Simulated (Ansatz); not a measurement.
# C2H7NOSi: a ladder of functionals and wavefunction methods

One table from this session's results is given with a row withheld; the runs are named, their logs left out.

Method: functionals in def2-TZVPP, the program's frozen cores in correlated methods; program: Ansatz 0.2.0, Gaussian basis.

The runs, in order: PBE-D4, r2SCAN-D4, PBE0-D4, B3LYP-D4, ωB97X-V, ωB97M-V, B2PLYP; CCSD(T)/def2-TZVPP; MP2/def2-QZVPP; extrapolation to the limit.

## Structure used throughout

An earlier PBE0-D4 in a triple-zeta def2 set relaxation fixed the geometry.

SMILES `C=NCO[SiH3]`, 12 atoms, charge 0, spin multiplicity 1.

Atoms are counted from 1 here; the program's logs count them from 0.

Bond lengths: C1–N2 1.259 Å, C1–H6 1.092 Å, C1–H7 1.089 Å, N2–C3 1.424 Å, C3–O4 1.408 Å, C3–H8 1.099 Å, C3–H9 1.098 Å, O4–Si5 1.644 Å, Si5–H10 1.489 Å, Si5–H11 1.489 Å, Si5–H12 1.480 Å. Angles: N2–C1–H6 123.4°, N2–C1–H7 118.3°, H6–C1–H7 118.3°, C1–N2–C3 119.8°, N2–C3–O4 114.5°, N2–C3–H8 107.1°, N2–C3–H9 107.0°, O4–C3–H8 110.2°, O4–C3–H9 110.2°, H8–C3–H9 107.6°, C3–O4–Si5 123.7°, O4–Si5–H10 110.7°, O4–Si5–H11 110.8°, O4–Si5–H12 106.3°, H10–Si5–H11 108.2°, H10–Si5–H12 110.5°, H11–Si5–H12 110.4°.

Coordinates:

```mol
C2H7NOSi
  3D, bonds by distance, orders not assigned

 12 11  0  0  0  0  0  0  0  0999 V2000
    0.6086    1.9888    1.0583 C   0  0
   -0.2198    1.1608    1.5198 N   0  0
   -0.5063   -0.0318    0.7955 C   0  0
    0.2003   -0.1628   -0.4154 O   0  0
    0.0153   -1.4287   -1.4484 Si  0  0
    1.1365    1.8487    0.1123 H   0  0
    0.8094    2.8925    1.6316 H   0  0
   -1.5885   -0.0418    0.6065 H   0  0
   -0.2775   -0.8754    1.4606 H   0  0
   -1.3971   -1.5284   -1.9094 H   0  0
    0.3799   -2.7105   -0.7841 H   0  0
    0.9163   -1.1664   -2.5933 H   0  0
  1  2  8  0
  2  3  8  0
  3  4  8  0
  4  5  8  0
  1  6  8  0
  1  7  8  0
  3  8  8  0
  3  9  8  0
  5 10  8  0
  5 11  8  0
  5 12  8  0
M  END
```

Set-up of the first run:

Input file in.yaml:

```yaml
crystal:
  periodic: [false, false, false]
  atoms:
    - {symbol: C, position_ang: [0.608591, 1.988818, 1.058261]}
    - {symbol: N, position_ang: [-0.219826, 1.160817, 1.519816]}
    - {symbol: C, position_ang: [-0.506350, -0.031786, 0.795457]}
    - {symbol: O, position_ang: [0.200314, -0.162850, -0.415418]}
    - {symbol: Si, position_ang: [0.015275, -1.428742, -1.448380]}
    - {symbol: H, position_ang: [1.136469, 1.848669, 0.112341]}
    - {symbol: H, position_ang: [0.809401, 2.892550, 1.631642]}
    - {symbol: H, position_ang: [-1.588485, -0.041825, 0.606461]}
    - {symbol: H, position_ang: [-0.277488, -0.875441, 1.460647]}
    - {symbol: H, position_ang: [-1.397112, -1.528381, -1.909390]}
    - {symbol: H, position_ang: [0.379928, -2.710459, -0.784062]}
    - {symbol: H, position_ang: [0.916282, -1.166370, -2.593274]}
basis:
  gaussian: {orbitals: def2-TZVPP}
hamiltonian: {xc: pbe, dispersion: d4}
output: {forces: true, orbitals: {seedname: orbitals}}
```

Command:

```bash
$ ansatz run in.yaml --threads 4 --pin off --events-out ev --progress --plain --max-ram 10444MiB
```

Among the steps run: PBE-D4 (GGA); r2SCAN-D4 (meta-GGA); PBE0-D4 (hybrid); B3LYP-D4 (hybrid); ωB97X-V (range-separated); ωB97M-V (range-separated); B2PLYP (double hybrid); CCSD(T) in def2-TZVPP; MP2 in def2-QZVPP.

One table of the session follows, with a row left open; its other results are not shown here.

It belongs to the step «Atomisation energies». 

```
            method  atomisation energy (eV)
            PBE-D4                   46.983
         r2SCAN-D4                   46.035
           PBE0-D4                   46.005
          B3LYP-D4                   46.217
           ωB97X-V                   46.295
           ωB97M-V                   46.245
            B2PLYP                   45.666
     HF/def2-TZVPP                   32.751
    MP2/def2-TZVPP                   45.439
   CCSD/def2-TZVPP                   44.113
CCSD(T)/def2-TZVPP                   44.823
           MP2/CBS                   46.714
       CCSD(T)/CBS                        ?
```

**Question.** Estimate the row for CCSD(T)/CBS.

As computed: atomisation energy (eV): 46.098. In the column «atomisation energy (eV)» it lies between r2SCAN-D4 (46.035) and B3LYP-D4 (46.217).
